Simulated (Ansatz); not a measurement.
**CH₄GeO₂: small, medium and large basis sets**

An exercise on one series of results from a longer session: the logs are not shown, and one member is left open.

The runs use Ansatz 0.2.0, Gaussian basis; one geometry, several basis sets.

Plan: PBE0-D4/def2-SVP; ωB97M-V/def2-SVP; PBE0-D4/def2-QZVPP; ωB97M-V/def2-QZVPP; the functionals' def2-TZVPP values are taken from earlier runs.

## Structure used throughout

An earlier PBE0-D4 in a triple-zeta def2 set relaxation fixed the geometry.

SMILES `C1[O][GeH2][O]1`, 8 atoms, charge 0, spin multiplicity 1.

Atoms are counted from 1 here; the program's logs count them from 0.

Bond lengths: C1–O2 1.424 Å, C1–O4 1.425 Å, C1–H5 1.097 Å, C1–H6 1.097 Å, O2–Ge3 1.797 Å, Ge3–O4 1.797 Å, Ge3–H7 1.538 Å, Ge3–H8 1.538 Å. Angles: O2–C1–O4 104.1°, O2–C1–H5 110.6°, O2–C1–H6 110.6°, O4–C1–H5 110.6°, O4–C1–H6 110.6°, H5–C1–H6 110.3°, C1–O2–Ge3 89.3°, O2–Ge3–O4 77.4°, O2–Ge3–H7 115.5°, O2–Ge3–H8 115.5°, O4–Ge3–H7 115.5°, O4–Ge3–H8 115.6°, H7–Ge3–H8 112.9°, C1–O4–Ge3 89.3°.

Set-up of the first run:

in.yaml reads:

```yaml
crystal:
  periodic: [false, false, false]
  atoms:
    - {symbol: C, position_ang: [-0.418832, 1.010480, -0.240663]}
    - {symbol: O, position_ang: [0.180785, 0.570363, 0.974129]}
    - {symbol: Ge, position_ang: [0.449612, -1.043208, 0.230898]}
    - {symbol: O, position_ang: [-0.350362, -0.128929, -1.092879]}
    - {symbol: H, position_ang: [0.146576, 1.847269, -0.669121]}
    - {symbol: H, position_ang: [-1.462304, 1.303991, -0.071883]}
    - {symbol: H, position_ang: [1.918888, -1.421679, -0.018471]}
    - {symbol: H, position_ang: [-0.372261, -2.195289, 0.832088]}
basis:
  gaussian: {orbitals: def2-SVP}
hamiltonian: {xc: pbe0, dispersion: d4}
output: {orbitals: {seedname: orbitals}}
```

The run is started by

```
> ansatz run in.yaml --threads 2 --pin off --events-out ev --progress --plain --max-ram 4352MiB
```

Among the steps run: PBE0-D4 in def2-SVP; ωB97M-V in def2-SVP; PBE0-D4 in def2-QZVPP; ωB97M-V in def2-QZVPP.

One of the session's tables, all rows but one given; the rest of the session is left out.

```
functional       basis  HOMO (eV)
   PBE0-D4    def2-SVP      -7.45
   PBE0-D4  def2-TZVPP          ?
   PBE0-D4  def2-QZVPP      -7.55
   ωB97M-V    def2-SVP      -9.77
   ωB97M-V  def2-TZVPP      -9.86
   ωB97M-V  def2-QZVPP      -9.90
```

Q: Estimate the row for PBE0-D4, def2-TZVPP from the others.

**Answer.** HOMO (eV): -7.52. In the column «HOMO (eV)» it lies between PBE0-D4, def2-QZVPP (-7.55) and PBE0-D4, def2-SVP (-7.45).
